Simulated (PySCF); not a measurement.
# CdB: the SCF solver's settings

The same problem is solved with other solver options, one edit a run.

Program: PySCF 2.14.0. Level of theory: method and basis as typed in the scripts. These are calculated values, not measurements.

### Step 1. The starting structure

CdB: 2 atoms, charge 0, spin multiplicity 2.

Bond lengths: Cd1–B2 2.547 Å.

### Step 2. The run that the others are compared with

input.py reads:

```python
from pyscf import gto, scf, mp

mol = gto.M(
    atom='Cd 0 0 0; B 0 0 2.547',
    basis='crenbl',
    ecp={'Cd': 'crenbl', 'B': 'crenbl'},
    charge=0,
    spin=1,
    symmetry=True,
    verbose=3,
)
mf = scf.UHF(mol)
mf.kernel()
mp.MP2(mf).kernel()
mf.dip_moment()
print('orbital energies (hartree):', [e[max(0, n-3):n+3].round(4) for e, n in zip(mf.mo_energy, mol.nelec)])
```

Run with:

```console
$ OMP_NUM_THREADS=1 python input.py
```

The log of this run is left out.

In short: E(SCF) = -168.396776 Eh, E(MP2) − E(SCF) = -0.24773 Eh, ⟨S²⟩ = 1.854, μ = 4.57 D (of the SCF density).

⟨S²⟩ = 1.85 against 0.75 for a pure state: the determinant is spin-contaminated. The bond length is a typed value, not an optimised one.

### Step 3. Level shift 1 hartree

Edit 1 changes level shift: none → 1 hartree.

input.py reads:

```python
from pyscf import gto, scf, mp

mol = gto.M(
    atom='Cd 0 0 0; B 0 0 2.547',
    basis='crenbl',
    ecp={'Cd': 'crenbl', 'B': 'crenbl'},
    charge=0,
    spin=1,
    symmetry=True,
    verbose=3,
)
mf = scf.UHF(mol)
mf.level_shift = 1.0
mf.kernel()
mp.MP2(mf).kernel()
mf.dip_moment()
print('orbital energies (hartree):', [e[max(0, n-3):n+3].round(4) for e, n in zip(mf.mo_energy, mol.nelec)])
```

Run with:

```console
$ OMP_NUM_THREADS=1 python input.py
```

### Step 4. Initial guess 1e

Edit 2 changes initial guess: minao → 1e.

Changes to input.py since step 2:

```diff
@@ -12,2 +12,3 @@
 mf = scf.UHF(mol)
+mf.init_guess = '1e'
 mf.kernel()
```

### Step 5. Cycle limit 200

Edit 3 changes cycle limit: 50 → 200.

Changes to input.py since step 2:

```diff
@@ -12,2 +12,3 @@
 mf = scf.UHF(mol)
+mf.max_cycle = 200
 mf.kernel()
```

Before running it: what results should come out? Wanted: for each run, E(SCF); from base; dipole; after the SCF.

**Answer**, as computed:

| run | E(SCF) (hartree) | from base (eV) | dipole (D) | after the SCF |
| --- | --- | --- | --- | --- |
| base | -168.396776 | 0 | 4.57 | MP2 correlation -6.741 eV |
| level shift 1 hartree | -168.454428 | -1.5688 | 0.79 | MP2 correlation -7.519 eV |
| initial guess 1e | -168.396776 | 0.0000 | 4.57 | MP2 correlation -6.741 eV |
| cycle limit 200 | -168.396776 | 0.0000 | 4.57 | MP2 correlation -6.741 eV |

In words: With initial guess 1e or cycle limit 200 the SCF ends at the base energy. With level shift 1 hartree the SCF ends in another solution, 1.57 eV lower: the path to self-consistency decides the state here.
